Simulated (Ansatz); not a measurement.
**C2H3AlF3N: how energies converge with the basis set**

Aim: see how fast density functionals converge with the basis set for C2H3AlF3N.

Computed with Ansatz 0.2.0, Gaussian basis. Level: one geometry, several basis sets.

The runs, in order: PBE0-D4/def2-SVP; ωB97M-V/def2-SVP; PBE0-D4/def2-QZVPP; ωB97M-V/def2-QZVPP; the functionals' def2-TZVPP values are taken from earlier runs.

## 1. The relaxed structure

All runs share one geometry, relaxed beforehand with PBE0-D4 in a triple-zeta def2 set.

SMILES `CC#[N+][Al-]([F])([F])[F]`, 10 atoms, charge 0, spin multiplicity 1.

Atoms are counted from 1 here; the program's logs count them from 0.

Bond lengths: C1–C2 1.440 Å, C1–H8 1.091 Å, C1–H9 1.091 Å, C1–H10 1.091 Å, C2–N3 1.141 Å, N3–Al4 1.976 Å, Al4–F5 1.653 Å, Al4–F6 1.653 Å, Al4–F7 1.653 Å. Angles: C2–C1–H8 109.5°, C2–C1–H9 109.5°, C2–C1–H10 109.5°, H8–C1–H9 109.5°, H8–C1–H10 109.5°, H9–C1–H10 109.5°, C1–C2–N3 180.0°, C2–N3–Al4 180.0°, N3–Al4–F5 100.7°, N3–Al4–F6 100.7°, N3–Al4–F7 100.7°, F5–Al4–F6 116.6°, F5–Al4–F7 116.6°, F6–Al4–F7 116.6°.

## 2. PBE0-D4 in def2-SVP

in.yaml reads:

```yaml
crystal:
  periodic: [false, false, false]
  atoms:
    - {symbol: C, position_ang: [-0.166812, -1.192201, 1.853876]}
    - {symbol: C, position_ang: [-0.052286, -0.418203, 0.645413]}
    - {symbol: N, position_ang: [0.038248, 0.195229, -0.312485]}
    - {symbol: Al, position_ang: [0.194617, 1.257690, -1.971518]}
    - {symbol: F, position_ang: [1.834707, 1.269606, -2.176181]}
    - {symbol: F, position_ang: [-0.502340, 2.678391, -1.494129]}
    - {symbol: F, position_ang: [-0.675599, 0.321670, -3.019684]}
    - {symbol: H, position_ang: [-0.618850, -2.158720, 1.625299]}
    - {symbol: H, position_ang: [-0.793288, -0.657942, 2.570018]}
    - {symbol: H, position_ang: [0.824802, -1.346620, 2.282292]}
basis:
  gaussian: {orbitals: def2-SVP}
hamiltonian: {xc: pbe0, dispersion: d4}
output: {orbitals: {seedname: orbitals}}
```

Started as:

```
> ansatz run in.yaml --threads 4 --pin off --events-out ev --progress --plain --max-ram 10444MiB
```

After this run come: ωB97M-V in def2-SVP; PBE0-D4 in def2-QZVPP; ωB97M-V in def2-QZVPP.

Before running them: what should the planned runs give, taken together? Wanted: PBE0-D4: double and triple zeta above quadruple; ωB97M-V: double and triple zeta above quadruple.

The runs gave:

| quantity | value |
| --- | --- |
| PBE0-D4: double and triple zeta above quadruple | 17.80, 0.91 eV |
| ωB97M-V: double and triple zeta above quadruple | 18.08, 0.85 eV |

**Reading.** PBE0-D4 gains 16.89 eV from double to triple zeta, then 0.91 eV more. These are total energies; as a rule much of such shifts cancels in differences, which this series doesn't test. The LUMO of ωB97M-V is positive and keeps falling with the basis (1.05 to 0.40 eV): an unbound level that the basis holds in place.
